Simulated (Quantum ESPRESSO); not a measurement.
Runs of Quantum ESPRESSO 7.5 on Sr2TiC2. Symmetry: P6/mmm, No. 191, hexagonal system. The conventional cell has a = 5.639 Å, b = 5.639 Å, c = 4.191 Å, α = 90.00°, β = 90.00°, γ = 120.00°. Sr (site symmetry -6m2) has 2 C at 2.10 Å as nearest neighbours. Ti (site symmetry 6/mmm) has 6 Sr at 3.26 Å as nearest neighbours. Around C (site symmetry -6m2) lie 2 Sr at 2.10 Å. The cell was built by a generator and needn't be a form met in nature.

| task | level | potentials or basis | cell | k mesh | cutoff (eV) | smearing | most ionic steps | forc conv thr | etot conv thr | ion dynamics | cell dynamics | other keys | mesh quality | gap on the mesh (eV) | pressure (GPa) |
| --- | --- | --- | --- | --- | --- | --- | --- | --- | --- | --- | --- | --- | --- | --- | --- |
| band structure | optB88-vdW | PseudoDojo 0.4 SR PBE stringent | as given | 6 × 6 × 6 | 1143 | cold 0.2 eV | - | - | - | - | - | - | not flagged | none | 12.9 |
| single point | PBE | SSSP 1.3 efficiency PBE | as given | 6 × 6 × 6 | 748 | fermi-dirac 0.05 eV | - | - | - | - | - | - | not flagged | none | 13.2 |
| relaxation of cell and atoms | PBE+D3 | PseudoDojo 0.4.1 SR PBE standard | relaxed to 0.3 kbar | 3 × 3 × 3 | 1143 | fermi-dirac 0.1 eV | 40 | 0.0004 Ry/bohr | 1e-05 Ry | bfgs | bfgs | mixing_mode = TF; cell_dofree = 2Dxy | coarse | none | 10.6 |
| real-space fields | PBE | PseudoDojo 0.5 SR PBE standard | as given | 6 × 6 × 6 | 1143 | cold 0.05 eV | - | - | - | - | - | - | not flagged | none | (a) |

Alike in all rows: no spin polarisation.

**Question.** Fill in the values left out.

**Answer.** (a) 13.4.

Caveats: some runs use coarse meshes; the potentials were made for another functional, which shifts forces and pressure (some runs); pairwise dispersion overbinds metals, which lowers pressure and volume (some runs).

A k mesh can miss the band edges, and the runs leave out spin-orbit coupling on Sr.

A gap of «none» marks a metal or a gap under the smearing width.
